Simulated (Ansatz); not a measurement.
# AlH5O2S: the cost of one run

Program: Ansatz 0.2.0, Gaussian basis. Level of theory: PBE0-D4, def2-SVP first, then def2-TZVP. These are calculated values, not measurements.

152 further runs of the same task are left out: 152 set aside as unsound or not needed.

## (1) The starting structure

The guess: 9 atoms, charge 0, spin multiplicity 1.

Atoms are counted from 1 here; the program's logs count them from 0.

Bond lengths: Al1–H2 1.683 Å, Al1–O3 1.642 Å, Al1–O4 1.637 Å, Al1–H5 1.773 Å, Al1–S6 2.297 Å, O3–H7 0.943 Å, O4–H8 0.943 Å, S6–H9 1.326 Å. Angles: H2–Al1–O3 104.2°, H2–Al1–O4 104.9°, H2–Al1–H5 39.0°, H2–Al1–S6 89.8°, O3–Al1–O4 131.7°, O3–Al1–H5 113.0°, O3–Al1–S6 108.2°, O4–Al1–H5 114.0°, O4–Al1–S6 109.5°, H5–Al1–S6 50.8°, Al1–O3–H7 173.8°, Al1–O4–H8 175.8°, Al1–S6–H9 93.3°.

Coordinates:

```
Al   -0.2704    0.0066    0.2720
H    -0.5798    1.3410   -0.7059
O    -1.0418   -1.2316   -0.4813
O    -0.3626    0.5767    1.8038
H     0.5435    1.1051   -0.8573
S     1.9201    0.0168   -0.4207
H    -1.5302   -1.9614   -0.8251
H    -0.3484    0.8903    2.6928
H     1.6696   -0.7436   -1.4783
```

Distances that are to change: Al1–S6 2.30 Å, H2–H5 1.16 Å, Al1–H2 1.68 Å, H5–S6 1.81 Å.

## (2) Relaxing the guess with the reacting distances held

The input, hold/in.yaml:

```yaml
crystal:
  periodic: [false, false, false]
  atoms:
    - {symbol: Al, position_ang: [-0.270400, 0.006600, 0.272000]}
    - {symbol: H, position_ang: [-0.579800, 1.341000, -0.705900]}
    - {symbol: O, position_ang: [-1.041800, -1.231600, -0.481300]}
    - {symbol: O, position_ang: [-0.362600, 0.576700, 1.803800]}
    - {symbol: H, position_ang: [0.543500, 1.105100, -0.857300]}
    - {symbol: S, position_ang: [1.920100, 0.016800, -0.420700]}
    - {symbol: H, position_ang: [-1.530200, -1.961400, -0.825100]}
    - {symbol: H, position_ang: [-0.348400, 0.890300, 2.692800]}
    - {symbol: H, position_ang: [1.669600, -0.743600, -1.478300]}
basis:
  gaussian: {orbitals: def2-SVP}
hamiltonian: {xc: pbe0, dispersion: d4}
relax: {f_tol: 0.04, max_steps: 150, escape_saddle: false, constraints: [{distance: [0, 5]}, {distance: [1, 4]}, {distance: [0, 1]}, {distance: [4, 5]}]}
```

On the command line:

```sh
$ ansatz run in.yaml --threads 4 --pin off --events-out ev --progress --plain --max-ram 9574MiB
```

**Question.** How long does this run take on 4 threads of Intel Xeon at 2.50GHz, shared host?

About 25 s.
